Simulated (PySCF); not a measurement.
# Os: the cost of one run

The runs use PySCF 2.14.0; method and basis as typed in the scripts.

3 further runs of the same task are left out: 2 for a known fault of the program, 1 that didn't finish.

## 1. The atom

Os (quintet): 1 atom, charge 0, spin multiplicity 5.

## 2. The run that the others are compared with

File input.py:

```python
from pyscf import gto, scf, mp

mol = gto.M(
    atom='Os 0 0 0',
    basis='x2c-svpall',
    charge=0,
    spin=4,
    symmetry=True,
    verbose=4,
)
mf = scf.UHF(mol)
mf = mf.sfx2c1e()
mf.kernel()
mp.MP2(mf, frozen=23).kernel()
mf.dip_moment()
print('orbital energies (hartree):', [e[max(0, n-3):n+3].round(4) for e, n in zip(mf.mo_energy, mol.nelec)])
```

Command:

```console
> OMP_NUM_THREADS=1 python input.py
```

What time and memory should one allow on 1 thread of Arm Neoverse N1, shared host?

About 7.2 s, with a peak of 0.17 GiB.
